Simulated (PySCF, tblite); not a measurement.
# C4BF3NO4−: geometry, infrared bands and NMR shifts

What infrared bands and NMR shifts should C4BF3NO4− (`N#C[B-]1(C(F)(F)F)OC(=O)C(=O)O1`) show?

Programs: tblite 0.8.0 and PySCF 2.14.0, with density-fitted response routines of our own. Each step states its level of theory. These are calculated values for one molecule in the gas phase, unless marked as measured. Atoms are numbered from 0 throughout.

### 1 The starting structure

13 atoms, charge -1, multiplicity 1; geometry from: force field or distance geometry start.

Bonds of the start (Å): N0–C1 1.14, C1–B2 1.56, B2–C3 1.60, C3–F4 1.39, C3–F5 1.38, C3–F6 1.39, B2–O7 1.50, O7–C8 1.38, C8–O9 1.25, C8–C10 1.44, C10–O11 1.26, C10–O12 1.39, O12–B2 1.50.

### 2 Relaxing the molecule with GFN2-xTB

What the job is given:

```
{"job": {"kind": "relax", "xc": "GFN2-xTB", "basis": "xTB"}, "charge": -1, "multiplicity": 1}
N     -1.371400     2.819400    -0.317400
C     -0.963000     1.758300    -0.187700
B     -0.383700     0.319700     0.010800
C     -1.548800    -0.699700     0.434100
F     -1.010300    -1.972700     0.606200
F     -2.534900    -0.752700    -0.532900
F     -2.110100    -0.302100     1.636500
O      0.278800    -0.132600    -1.262000
C      1.614600    -0.362800    -0.985300
O      2.448800    -0.755100    -1.828900
C      1.874100    -0.076100     0.397200
O      2.990500    -0.180100     0.971100
O      0.711000     0.337000     1.040800
```

Command:

```bash
$ OMP_NUM_THREADS=1 python probes_run.py task.json out
```

One launch serves the whole session: the jobs run in the order shown.

The program printed:

```text
step      E/eV     max force
  0   -1183.49598    5.095
  1   -1183.89590    4.850
  2   -1184.09477    1.777
  3   -1184.15985    0.979
  4   -1184.17381    2.315
  5   -1184.20456    0.704
  6   -1184.21233    0.362
  7   -1184.21808    0.302
  8   -1184.22415    0.416
  9   -1184.22631    0.256
 10   -1184.22705    0.064
 11   -1184.22725    0.045
 12   -1184.22741    0.053
 13   -1184.22760    0.042
 14   -1184.22772    0.021
 15   -1184.22779    0.018
 16   -1184.22784    0.024
 17   -1184.22789    0.022
 18   -1184.22794    0.021
 19   -1184.22799    0.022
 20   -1184.22804    0.023
 21   -1184.22809    0.020
 22   -1184.22815    0.021
 23   -1184.22822    0.024
 24   -1184.22828    0.030
 25   -1184.22835    0.035
 26   -1184.22844    0.038
 27   -1184.22857    0.035
 28   -1184.22871    0.033
 29   -1184.22883    0.028
 30   -1184.22889    0.019
 31   -1184.22892    0.014
 32   -1184.22895    0.013
 33   -1184.22897    0.016
 34   -1184.22898    0.011
 35   -1184.22899    0.008
```

The steps of the relaxation: (not every step is listed)

```
step  energy from step 0 (eV)  largest force (eV/Å)
   0                   0.0000                5.0946
   1                  -0.3999                4.8504
   2                  -0.5988                1.7774
   3                  -0.6639                0.9790
   4                  -0.6778                2.3152
   5                  -0.7086                0.7042
   6                  -0.7164                0.3624
   7                  -0.7221                0.3019
   8                  -0.7282                0.4156
  10                  -0.7311                0.0643
  12                  -0.7314                0.0532
  14                  -0.7317                0.0209
  16                  -0.7319                0.0239
  18                  -0.7320                0.0208
  20                  -0.7321                0.0232
  22                  -0.7322                0.0209
  24                  -0.7323                0.0303
  26                  -0.7325                0.0381
  28                  -0.7327                0.0328
  30                  -0.7329                0.0189
  31                  -0.7329                0.0136
  32                  -0.7330                0.0135
  33                  -0.7330                0.0160
  34                  -0.7330                0.0114
  35                  -0.7330                0.0076
```

Close pairs (by a distance rule), those that changed most:

```
   bond  before (Å)  after (Å)  change (Å)
 C8–C10       1.436      1.545      +0.110
C10–O12       1.392      1.313      -0.079
  O7–C8       1.383      1.312      -0.071
  B2–C3       1.605      1.663      +0.058
C10–O11       1.260      1.206      -0.054
  C8–O9       1.250      1.206      -0.044
  C3–F4       1.393      1.355      -0.037
  C3–F6       1.385      1.357      -0.028
```

The next job starts from the end point, and lists it.

### 3 Harmonic vibrations with GFN2-xTB

What the job is given:

```
{"job": {"kind": "ir", "xc": "GFN2-xTB", "basis": "xTB"}, "charge": -1, "multiplicity": 1}
N     -1.396419     2.858106    -0.323449
C     -0.949214     1.810327    -0.192510
B     -0.330123     0.385533    -0.016550
C     -1.507715    -0.698918     0.432509
F     -1.046014    -1.961565     0.604803
F     -2.518460    -0.818987    -0.465054
F     -2.124436    -0.392992     1.602000
O      0.328361    -0.101984    -1.265307
C      1.589568    -0.379815    -1.031197
O      2.379444    -0.792732    -1.843053
C      1.875638    -0.072421     0.456122
O      2.930888    -0.200412     1.024861
O      0.764095     0.366346     0.999097
```

The program printed:

```text
mode    cm-1     km/mol
  1      32.1      0.00
  2      54.8      3.07
  3      76.8      0.03
  4      85.4      2.93
  5     115.3      9.93
  6     190.3      0.54
  7     220.2      0.05
  8     276.8      1.80
  9     308.1      1.89
 10     324.4      9.42
 11     384.9      3.62
 12     429.7     53.54
 13     431.3      2.70
 14     446.0     23.34
 15     473.5      3.19
 16     483.5      5.18
 17     609.5      4.86
 18     629.5     32.00
 19     636.0      1.44
 20     690.6      0.19
 21     773.2      0.09
 22     821.5     76.82
 23     848.0    186.62
 24     883.4     71.62
 25    1004.5    282.91
 26    1014.1    289.42
 27    1025.6     46.59
 28    1150.9     99.33
 29    1167.8     97.96
 30    1271.1    379.48
 31    1751.6    196.70
 32    1808.6    971.03
 33    2369.0     78.89
```

The strongest bands and the atoms that carry them (share of the mass-weighted mode):

```
cm⁻¹  km/mol                                 atoms
 848   186.6            B2 43 %, O7 23 %, O12 22 %
1004   282.9                      B2 51 %, C3 24 %
1014   289.4             C3 74 %, F6 13 %, F5 13 %
1151    99.3                               C3 69 %
1168    98.0  C10 25 %, C8 25 %, O12 20 %, O7 20 %
1271   379.5  C8 30 %, C10 30 %, O7 18 %, O12 18 %
1752   196.7  C8 33 %, C10 32 %, O9 18 %, O11 17 %
1809   971.0  C10 33 %, C8 32 %, O11 17 %, O9 17 %
```

### 4 Shielding tensors: PBE0/pcSseg-1

Settings changed since step 3:

```diff
@@ -1,2 +1,2 @@
-{"job": {"kind": "ir", "xc": "GFN2-xTB", "basis": "xTB"}, "charge": -1, "multiplicity": 1}
+{"job": {"kind": "nmr", "xc": "PBE0", "basis": "pcSseg-1"}, "charge": -1, "multiplicity": 1}
 N     -1.396419     2.858106    -0.323449
```

Level: GIAO PBE0/pcSseg-1 NMR shielding, non-relativistic, gas phase.

The program printed:

```text
coarse grid: 14096 points
cycle   1  E = -831.1956267631  dE =  2.545e+00  |g| = 1.549e+00  |ddm| = 3.584e+00
cycle   2  E = -829.9960131283  dE =  1.200e+00  |g| = 3.036e+00  |ddm| = 2.884e+00
cycle   3  E = -831.5655170622  dE = -1.570e+00  |g| = 5.217e-01  |ddm| = 2.185e+00
cycle   4  E = -831.6124333888  dE = -4.692e-02  |g| = 1.825e-01  |ddm| = 4.734e-01
cycle   5  E = -831.6179296559  dE = -5.496e-03  |g| = 5.157e-02  |ddm| = 1.198e-01
cycle   6  E = -831.6183257235  dE = -3.961e-04  |g| = 2.502e-02  |ddm| = 3.906e-02
cycle   7  E = -831.6184500546  dE = -1.243e-04  |g| = 6.312e-03  |ddm| = 1.581e-02
cycle   8  E = -831.6184573428  dE = -7.288e-06  |g| = 1.811e-03  |ddm| = 4.574e-03
final grid: 146680 points
cycle   9  E = -831.7506918282  dE = -4.243e-05  |g| = 1.573e-02  |ddm| = 2.794e-02
cycle  10  E = -831.7506063630  dE =  8.547e-05  |g| = 2.715e-02  |ddm| = 2.535e-02
cycle  11  E = -831.7507304487  dE = -1.241e-04  |g| = 3.679e-03  |ddm| = 1.734e-02
cycle  12  E = -831.7507328996  dE = -2.451e-06  |g| = 6.249e-04  |ddm| = 2.658e-03
cycle  13  E = -831.7507329583  dE = -5.875e-08  |g| = 2.975e-04  |ddm| = 5.930e-04
cycle  14  E = -831.7507329739  dE = -1.560e-08  |g| = 1.388e-04  |ddm| = 2.241e-04
cycle  15  E = -831.7507329778  dE = -3.848e-09  |g| = 2.357e-05  |ddm| = 9.013e-05
cycle  16  E = -831.7507329779  dE = -9.368e-11  |g| = 8.855e-06  |ddm| = 1.846e-05
converged SCF energy = -831.7507329779

GIAO shielding tensors (ppm)
atom      isotropic    diamagn.    paramagn.     s11        s22        s33       span
  0 N      -53.819     340.192    -394.011   -233.904   -227.853    300.301    534.205
  1 C       54.394     260.622    -206.228    -63.857    -62.312    289.350    353.207
  2 B      110.065     184.043     -73.978    107.947    109.006    113.241      5.294
  3 C       47.019     248.016    -200.997     41.367     42.721     56.969     15.602
  4 F      270.381     474.898    -204.516    168.383    290.007    352.754    184.371
  5 F      258.412     473.362    -214.950    156.024    272.882    346.331    190.307
  6 F      258.477     473.359    -214.883    156.080    272.962    346.388    190.308
  7 O      101.282     399.506    -298.224   -132.385    185.163    251.069    383.454
  8 C       20.959     248.355    -227.396    -68.642     63.493     68.027    136.669
  9 O      -75.614     396.621    -472.235   -327.335   -232.675    333.170    660.505
 10 C       20.946     248.342    -227.397    -68.643     63.435     68.044    136.687
 11 O      -75.776     396.622    -472.398   -327.557   -232.862    333.091    660.648
 12 O      101.480     399.488    -298.008   -132.111    185.409    251.144    383.255
```

Run time: 2.7 min. Hardware: 1 thread, shared host.

Shifts follow as δ = σ(reference) − σ, with reference shieldings (ppm) from runs at the same level and on the same kind of geometry: 13C TMS 186.9, 19F CFCl3 170.9, 15N NH3 267.7, 17O H2O 336.1, 11B BF3·OEt2 100.1. The references are single molecules in the gas phase, so shifts against H2O, NH3, PH3, H3PO4 or CFCl3 are not on the usual liquid scales and can be off by tens of ppm. Atoms listed in one row are averaged.

```
     atoms                                     environment  σ (ppm)  δ (ppm)
   C8, C10                                 carbonyl carbon     21.0    166.0
        C3                                      CF3 carbon     47.0    139.9
        C1                                  nitrile carbon     54.4    132.5
        N0                                nitrile nitrogen    -53.8    321.5
        B2  boron bonded to 2 C, 2 O, in a 5-membered ring    110.1    -10.0
F4, F5, F6                         fluorine of a CF3 group    262.4    -91.5
   O9, O11                                 carbonyl oxygen    -75.7    411.8
   O7, O12     oxygen bonded to C, B, in a 5-membered ring    101.4    234.7
```

Charges from the same density, by scheme (e):

```
     atoms  Mulliken    IAO  Hirshfeld  ESP fit
        N0     -0.29  -0.27      -0.27    -0.54
        C1     -0.12   0.04      -0.02     0.42
        B2      0.69   0.26       0.11    -0.05
        C3      0.62   0.67       0.17     0.43
F4, F5, F6     -0.31  -0.30      -0.13    -0.20
   O7, O12     -0.47  -0.40      -0.18    -0.38
   C8, C10      0.38   0.46       0.17     0.61
   O9, O11     -0.40  -0.46      -0.29    -0.56
```

Mayer bond orders: N0–C1 2.96, C1–B2 0.83, B2–C3 0.78, C3–F4 0.91, C3–F5 0.94, C3–F6 0.94, B2–O7 0.84, O7–C8 1.14, C8–O9 2.00, C8–C10 0.96, C10–O11 2.00, C10–O12 1.14, O12–B2 0.84.

Ring of atoms B2, O7, C8, C10, O12: NICS(0) -2.9, NICS(1) -2.9, NICS(1)zz -4.2 ppm (means of both faces).

Orbitals, density, ELF and potential are computed afterwards from the orbital file.

Frontier orbitals at PBE0/pcSseg-1, with the share of their density that lies nearest to each atom:

```
orbital  energy (eV)                                                                   lies on
   HOMO        -4.25   O9, O11 about 34 % each; C8, C10 about 8 % each; O7, O12 about 8 % each
   LUMO         2.08  C8, C10 about 24 % each; O9, O11 about 17 % each; O7, O12 about 8 % each
```

ELF in a plane through or near 5 of the atoms.

Ten even steps from '0' (0.00) to '9' (0.98):
```
0000000000000000000000000000
0000000000000000000000000000
0000000000000000000000000000
0000000000000000000000000000
0000000000000024442100000000
0000000000000378885200000000
0000000000000586382000000000
0000000000000025653200000000
0000000036400027761410000000
0000000189710228993100000000
0000000289601273551000000000
0000000145201215873100000000
0000000000000189436631000000
0000000000000264148753100000
0000000000000357843675200000
0000000000000135778996300000
0000000000000025799985200000
0000000000000002467751000000
0000000000000000000000000000
0000000000000000000000000000
```
The map spans 10.7 Å across and 10.7 Å up, centred on the molecule. Atoms in the plane (x, y in Å): N0 (1.7, -2.7), C1 (1.1, -1.7), B2 (0.4, -0.4), C3 (1.5, 0.9), F4 (0.9, 2.1).

log10 of the density (e/Å³) in the same plane.

Ten even steps from ' ' (-4.0) to '@' (1.6):
```
                                                        
                                                        
                                ..                      
                          ::----==----::                
                        ::--==++++++==--..              
                  ....::--++**%%%%##++==--::..          
          ..::::::::::----++##@@@@%%**++==----..        
      ..::----========--====**########**++++==--..      
      ::--====++****++++++++++**##@@####**++==--..      
    ..::====++**######********######****++====::        
    ..::--==++**######******@@%%****++++==----..        
      ..----==++++**++++++**######**++++==--::          
        ..::----==========++**######**++==----..        
          ....::::::::----++**##%%%%##**++==--::        
                    ..::--==++**##%%@@##**====::        
                      ..::--==++**##%%##**==--::        
                        ..--==++++******++==--..        
                          ..::--==========--::          
                              ..::::::::::..            
                                                        
```
The map spans 10.7 Å across and 10.7 Å up, centred on the molecule. Atoms in the plane (x, y in Å): N0 (1.7, -2.7), C1 (1.1, -1.7), B2 (0.4, -0.4), C3 (1.5, 0.9), F4 (0.9, 2.1).

On the surface of density 0.002 e/bohr³ the electrostatic potential runs, from the 1st to the 99th percentile, from -4.69 V near O9 to -2.29 V near C10.

### 5 What came out

| quantity | value |
| --- | --- |
| strongest single infrared mode (GFN2-xTB) | 1809 cm⁻¹, 971 km/mol |
| zero-point energy (GFN2-xTB) | 32.6 kcal/mol |
| 13C shifts against TMS (PBE0/pcSseg-1, means over atoms taken as alike) | 166.0, 139.9, 132.5 ppm |
| 15N shifts against NH3 (PBE0/pcSseg-1) | 321.5 ppm |
| 11B shifts against BF3·OEt2 (PBE0/pcSseg-1) | -10.0 ppm |
| 19F shifts against CFCl3 (PBE0/pcSseg-1, means over atoms taken as alike) | -91.5 ppm |
| 17O shifts against H2O (PBE0/pcSseg-1, means over atoms taken as alike) | 411.8, 234.7 ppm |

Over 35 steps the energy fell by 0.733 eV; of the close pairs, C8–C10 changed most, 1.436 to 1.545 Å. No mode is imaginary among the 33: a minimum at this level. The strongest single mode, at 1809 cm⁻¹, is carried by C10, C8, O11, O9. Unscaled tight-binding wavenumbers are off by several per cent, some by more. Its intensities can rank the bands wrongly. At PBE0/pcSseg-1: Shielding is most anisotropic at O9, O11 (span 661 ppm, paramagnetic term -472 ppm).
